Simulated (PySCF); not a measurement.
**The bond of NaBi+, level by level**

An exercise on one series of results from a longer session: the logs are not shown, and one member is left open.

Method: Na aug-cc-pVDZ, Bi aug-cc-pVDZ-PP with ECP60, scalar-relativistic core potentials; program: PySCF 2.14.0.

The first run:

A driver script around PySCF takes these settings:

```
atoms                         : Na, Bi
charge                        : 1
basis                         : Na aug-cc-pVDZ, Bi aug-cc-pVDZ-PP with ECP60
Hamiltonian                   : scalar-relativistic core potentials
basis functions               : 59
electrons treated             : 33
masses in u                   : 22.9898, 208.9804
levels                        : PBE0, PBE, r²SCAN, B2PLYP, revPBE, TPSSh, CAM-B3LYP, HF, MP2, SCS-MP2, CCSD, CCSD(T)
grid                          : 80 radial by 434 angular points
occupations                   : held fixed by the projection of orbital angular momentum
dissociation limit            : Na+ + Bi, each in its ground configuration
starting distance in angstrom : 3.135
values of 2S to try           : 1, 3
```

Started as:

```bash
OMP_NUM_THREADS=1 python dia.py task.json out
```

Among the steps run: Input; The PBE0 curve of the state that the search chose; Higher solutions at PBE0; PBE; r²SCAN (meta-GGA); B2PLYP; revPBE (GGA); TPSSh (hybrid meta-GGA); CAM-B3LYP (range-separated hybrid); UHF (mean field); MP2 and coupled cluster.

One of the session's tables, all rows but one given; the rest of the session is left out.

| level | Re (Å) | ωe (cm⁻¹) | De (eV) |
| --- | --- | --- | --- |
| UHF | 3.522 | 89.1 | 0.279 |
| UHF-MP2 | 3.481 | 94.5 | 0.318 |
| UHF-SCS-MP2 | 3.481 | 94.3 | 0.315 |
| UHF-CCSD | 3.483 | 94.7 | 0.320 |
| UHF-CCSD(T) | ? | ? | ? |
| PBE | 3.432 | 97.0 | 0.396 |
| revPBE | 3.476 | 93.7 | 0.374 |
| r²SCAN | 3.439 | 95.3 | 0.346 |
| TPSSh | 3.441 | 96.5 | 0.366 |
| PBE0 | 3.420 | 97.6 | 0.360 |
| CAM-B3LYP | 3.388 | 100.4 | 0.368 |
| B2PLYP | 3.432 | 97.4 | 0.351 |

Estimate the missing values for UHF-CCSD(T).

The run gave: Re (Å): 3.480; ωe (cm⁻¹): 95.2; De (eV): 0.323. In the column «Re (Å)» it lies between revPBE (3.476) and UHF-MP2 (3.481).

De is counted to Na+ + Bi in their ground configurations.
